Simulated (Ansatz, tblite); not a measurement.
**In9As10 zinc blende ring sphere (In₉As₁₀H₂₈+): which spin state is lowest**

Aim: set other spin states of In9As10 zinc blende ring sphere (In₉As₁₀H₂₈+) against its singlet, on many levels of theory.

The runs use Ansatz 0.2.0, Gaussian basis; as each input shows.

Plan: triplet, at the geometry of the singlet (GFN1-xTB, GFN2-xTB, PBE0-D4/def2-TZVP, PBE-D4/def2-TZVP); the singlet's energies come from earlier runs.

2 further runs of the same task are left out: 1 for a known fault of the program, 1 set aside as unsound or not needed.

## (1) The structure

The geometry is that of the singlet, from an earlier relaxation (PBE-D4/def2-SVP).

47 atoms, charge 1, spin multiplicity 1.

Bond lengths: As1–In11 2.776 Å, As1–In12 2.691 Å, As1–H20 1.529 Å, As1–H21 1.531 Å, As2–In12 2.689 Å, As2–In13 2.777 Å, As2–H22 1.529 Å, As2–H23 1.528 Å, As3–In11 2.778 Å, As3–In15 2.690 Å, As3–H24 1.530 Å, As3–H25 1.528 Å, As4–In12 2.672 Å, As4–In15 2.672 Å, As4–In16 2.671 Å, As4–H26 1.528 Å, As5–In15 2.690 Å, As5–In17 2.777 Å and more. Angles: In11–As1–In12 133.8°, In11–As1–H20 107.3°, In11–As1–H21 107.9°, In12–As1–H20 101.7°, In12–As1–H21 103.7°, H20–As1–H21 96.0°, In12–As2–In13 133.4°, In12–As2–H22 103.8°, In12–As2–H23 101.9°, In13–As2–H22 108.2°, In13–As2–H23 107.4°, H22–As2–H23 96.0°, In11–As3–In15 133.4°, In11–As3–H24 108.0°, In11–As3–H25 107.5°, In15–As3–H24 103.8°, In15–As3–H25 102.0°, H24–As3–H25 96.0° and more.

In takes a core potential in the def2 sets. No spin-orbit coupling is included. The ion is computed in the gas phase, without counter-ions or solvent.

## (2) Triplet at the fixed geometry, GFN1-xTB

Tight binding, by tblite at 300 K electronic temperature and without a spin-polarisation term:

```python
tblite.interface.Calculator('GFN1-xTB', numbers, positions, charge=1, uhf=2).singlepoint()
```

Energy -1426.6909 eV; 0.54 s.

## (3) Triplet at the fixed geometry, GFN2-xTB

Tight binding, by tblite at 300 K electronic temperature and without a spin-polarisation term:

```python
tblite.interface.Calculator('GFN2-xTB', numbers, positions, charge=1, uhf=2).singlepoint()
```

Energy -1317.4237 eV; 0.44 s.

## (4) Triplet at the fixed geometry, PBE0-D4/def2-TZVP

Contents of in.yaml:

```yaml
crystal:
  periodic: [false, false, false]
  atoms:
    - {symbol: As, position_ang: [-3.641081, -0.717130, -2.438245]}
    - {symbol: As, position_ang: [-3.669883, 2.389585, 0.722675]}
    - {symbol: As, position_ang: [-0.736441, -3.675281, -2.388538]}
    - {symbol: As, position_ang: [-0.617428, -0.618621, 0.610049]}
    - {symbol: As, position_ang: [2.424807, -3.649554, 0.719585]}
    - {symbol: As, position_ang: [2.344951, -0.471067, -2.362969]}
    - {symbol: As, position_ang: [2.389631, -0.737794, 3.667694]}
    - {symbol: As, position_ang: [-0.462885, 2.366344, -2.348748]}
    - {symbol: As, position_ang: [2.357487, 2.341343, 0.474175]}
    - {symbol: As, position_ang: [-0.735440, 2.411723, 3.647839]}
    - {symbol: In, position_ang: [-3.207451, -3.214529, -3.570939]}
    - {symbol: In, position_ang: [-2.136321, 0.937551, -0.942493]}
    - {symbol: In, position_ang: [-3.209478, 3.587243, 3.185457]}
    - {symbol: In, position_ang: [0.489006, 0.508444, -4.121214]}
    - {symbol: In, position_ang: [0.934185, -2.144850, -0.939319]}
    - {symbol: In, position_ang: [0.929666, 0.928356, 2.142653]}
    - {symbol: In, position_ang: [3.602881, -3.191415, 3.192182]}
    - {symbol: In, position_ang: [4.115970, 0.486039, -0.506168]}
    - {symbol: In, position_ang: [0.509820, 4.120237, -0.482896]}
    - {symbol: H, position_ang: [-4.109519, 0.213844, -3.556501]}
    - {symbol: H, position_ang: [-4.979487, -0.761777, -1.696513]}
    - {symbol: H, position_ang: [-4.967351, 1.585411, 0.818755]}
    - {symbol: H, position_ang: [-4.219191, 3.466114, -0.211980]}
    - {symbol: H, position_ang: [-0.831729, -4.973041, -1.584564]}
    - {symbol: H, position_ang: [0.193530, -4.225578, -3.468993]}
    - {symbol: H, position_ang: [-1.507193, -1.500415, 1.485398]}
    - {symbol: H, position_ang: [1.669474, -4.978102, 0.792406]}
    - {symbol: H, position_ang: [3.524900, -4.143295, -0.218971]}
    - {symbol: H, position_ang: [3.121460, -1.535899, -3.145161]}
    - {symbol: H, position_ang: [1.597172, -0.843760, 4.971016]}
    - {symbol: H, position_ang: [3.465079, 0.200811, 4.211259]}
    - {symbol: H, position_ang: [-1.528742, 3.150446, -3.121718]}
    - {symbol: H, position_ang: [3.140682, 3.111031, 1.543151]}
    - {symbol: H, position_ang: [-0.814666, 1.651066, 4.972721]}
    - {symbol: H, position_ang: [0.199002, 3.510934, 4.151016]}
    - {symbol: H, position_ang: [-4.268015, -4.244444, -2.677376]}
    - {symbol: H, position_ang: [-2.827087, -2.870744, -5.211971]}
    - {symbol: H, position_ang: [-4.262565, 2.723079, 4.247662]}
    - {symbol: H, position_ang: [-2.832166, 5.218553, 2.792178]}
    - {symbol: H, position_ang: [-0.763974, -0.725227, -4.091614]}
    - {symbol: H, position_ang: [1.271719, 1.282712, -5.450530]}
    - {symbol: H, position_ang: [5.230351, -2.785353, 2.811163]}
    - {symbol: H, position_ang: [2.749267, -4.264070, 4.243065]}
    - {symbol: H, position_ang: [4.094324, -0.764868, 0.728150]}
    - {symbol: H, position_ang: [5.439724, 1.272212, -1.285848]}
    - {symbol: H, position_ang: [-0.733648, 4.094015, 0.759107]}
    - {symbol: H, position_ang: [1.296354, 5.446820, -1.257590]}
basis:
  gaussian: {orbitals: def2-TZVP, fitting: {mean_field: def2-universal-jkfit}}
total_charge: 1
magnetization: {spin_polarized: true, initial_magnetization: 2}
hamiltonian: {xc: pbe0, dispersion: d4}
scf: {omitted_lower_state_checks: [starts]}
output: {orbitals: {seedname: orbitals}}
```

Started as:

```sh
$ ansatz run in.yaml --threads 11 --pin off --events-out ev --progress --plain --max-ram 166912MiB --backend cuda --devices 0, --max-vram 75GiB
```

Standard output:

```text
Functional definition: PBE0
  name "PBE0"
  cite "Adamo & Barone, J. Chem. Phys. 110, 6158 (1999) doi:10.1063/1.478522"
  cite "Perdew, Burke & Ernzerhof, Phys. Rev. Lett. 77, 3865 (1996) doi:10.1103/PhysRevLett.77.3865"
  parent pbe
  parameter a = 0.25
  parameter kappa = 0.804
  parameter beta = 0.06672455060314922
  exchange = (1 - a)*pbe_x(kappa = kappa, mu = beta*pi^2/3) + a*exact_x
  correlation = pbe_c(beta = beta)
these checks for a lower state are left out or cut short: starts
5126 factors; integrals over basis functions are off by at most 6.5e-1 eV
mean field evaluation 1: about -655355.2016 eV, gradient 3.5e1 eV
mean field evaluation 2: about -655345.0294 eV, gradient 5.2e1 eV
mean field evaluation 4: about -655359.3937 eV, gradient 1.6e1 eV
mean field evaluation 8: about -655361.5987 eV, gradient 7.5e-1 eV
mean field evaluation 16: about -655361.7285 eV, gradient 1.7e-1 eV
mean field evaluation 32: about -655361.7292 eV, gradient 6.9e-3 eV
mean field -655361.72930454 eV, -24084.0993318071 hartree, gradient 2.1e-6 eV, S^2 2.005933; 0 other end points of the search recorded, 0 dependent functions left out
reference -655361.72943875 eV, -24084.0993367390 hartree; 274, 272 occupied and 824, 826 virtual orbitals, 5126 factors
Total energy: -655364.62960012 eV, -24084.2059157035 hartree
Checks for a lower state left out: starts
```

Run time: 43 s. Hardware: 1 × H100 with 11 threads of AMD EPYC 7R13, shared host; peak host memory 2 GiB.

HOMO -5.70 eV, LUMO -8.33 eV (over both spins; with the spin held, an empty level of the minority spin lies below the top filled one); ⟨S²⟩ 2.006 (pure: 2.00).

## (5) Triplet at the fixed geometry, PBE-D4/def2-TZVP

start.molden holds the orbitals of an earlier run on this state, given as this run's starting guess.

in.yaml, as its differences from that of step 4:

```diff
@@ -51,6 +51,6 @@
 basis:
-  gaussian: {orbitals: def2-TZVP, fitting: {mean_field: def2-universal-jkfit}}
+  gaussian: {orbitals: def2-TZVP, fitting: {mean_field: def2-universal-jkfit}, initial_orbitals: start.molden}
 total_charge: 1
 magnetization: {spin_polarized: true, initial_magnetization: 2}
-hamiltonian: {xc: pbe0, dispersion: d4}
+hamiltonian: {xc: pbe, dispersion: d4}
 scf: {omitted_lower_state_checks: [starts]}
```

The command is unchanged.

Standard output:

```text
Functional definition: PBE
  name "PBE"
  cite "Perdew, Burke & Ernzerhof, Phys. Rev. Lett. 77, 3865 (1996) doi:10.1103/PhysRevLett.77.3865"
  parent pbe
  parameter kappa = 0.804
  parameter beta = 0.06672455060314922
  exchange = pbe_x(kappa = kappa, mu = beta*pi^2/3)
  correlation = pbe_c(beta = beta)
these checks for a lower state are left out or cut short: starts
5126 factors; integrals over basis functions are off by at most 6.5e-1 eV
mean field evaluation 1: about -655342.6457 eV, gradient 2.0e1 eV
mean field evaluation 2: about -655343.5216 eV, gradient 1.2e0 eV
mean field evaluation 4: about -655343.5718 eV, gradient 2.5e-1 eV
mean field evaluation 8: about -655343.5744 eV, gradient 1.1e-1 eV
mean field evaluation 16: about -655343.5766 eV, gradient 2.4e-5 eV
mean field -655343.57655220 eV, -24083.4322304629 hartree, gradient 2.9e-6 eV, S^2 2.001806; 0 other end points of the search recorded, 0 dependent functions left out
reference -655343.57673559 eV, -24083.4322372023 hartree; 274, 272 occupied and 824, 826 virtual orbitals, 5126 factors
Total energy: -655346.72141823 eV, -24083.5478021578 hartree
Checks for a lower state left out: starts
```

Wall time 28 s (1 × H100 with 11 threads of AMD EPYC 7R13, shared host); peak host memory 2 GiB.

HOMO -5.24 eV, LUMO -8.43 eV (over both spins; with the spin held, an empty level of the minority spin lies below the top filled one); ⟨S²⟩ 2.002 (pure: 2.00).

## (6) Triplet less singlet, vertical

The singlet's energies are those of its earlier runs, whose logs aren't repeated here.

```
            level  triplet less singlet, vertical (eV)    time
         GFN1-xTB                               +2.585  0.94 s
         GFN2-xTB                               +2.632  0.76 s
 PBE-D4/def2-TZVP                               +3.227    34 s
PBE0-D4/def2-TZVP                               +3.795    57 s
```

Times add the two runs; a level without a time comes out of a correlated run. Tight binding without a spin term can't rank spin states.

## (7) Summary of results

```
                                                quantity                                   value
triplet less singlet, vertical, functionals in def2-TZVP  +3.227 (PBE-D4) to +3.795 eV (PBE0-D4)
```

**Reading.** All functionals put the triplet above the singlet, over a spread of 0.568 eV. The checks for a lower triplet were left out, so another state of that spin may lie lower. These are electronic energies, without zero-point motion, entropy or surroundings.
